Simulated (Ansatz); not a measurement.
Runs of Ansatz 0.2.0 on BiTe. It takes space group R-3m (No. 166, trigonal). Conventional cell: a = 4.845 Å, b = 4.845 Å, c = 9.952 Å, α = 90.00°, β = 90.00°, γ = 120.00°. Bi (site symmetry -3m) has 6 Te at 3.25 Å as nearest neighbours. Around Te (site symmetry -3m) lie 6 Bi at 3.25 Å. The cell comes from a database or a generator and needn't be the stable form of this composition.

```csv
level,cutoff (eV),gap on the mesh (eV),pressure (GPa),relaxed volume (Å³/atom)
PBE,420,none,0.0,33.82
LDA,420,none,0.0,31.30
BLYP,420,none,0.0,37.22
r2SCAN,500,none,0.0,(a)
PBEsol,420,none,0.0,(b)
revPBE,420,none,0.0,34.57
RPBE,420,none,0.0,34.90
```

Alike in all rows: task relaxation of cell and atoms; potentials or basis Ansatz PAW; no spin polarisation; cell relaxed; k mesh 7 × 7 × 7; smearing fermi-dirac 0.05 eV.

Q: Estimate the missing entries.

A: (a) 33.33; (b) 31.96.

Caveats: the plane-wave basis is chosen anew once the cell has moved, so the energies of steps on either side of that aren't comparable; spin-orbit coupling is left out, which moves the levels of the heavy elements; the PAW data sets come from PBE, with cores solved anew for the run's functional, which leaves a small shift of forces and pressure (some runs).

A k mesh can miss the band edges, and the runs leave out spin-orbit coupling on Bi, Te.

A gap of «none» marks a metal or a gap under the smearing width.
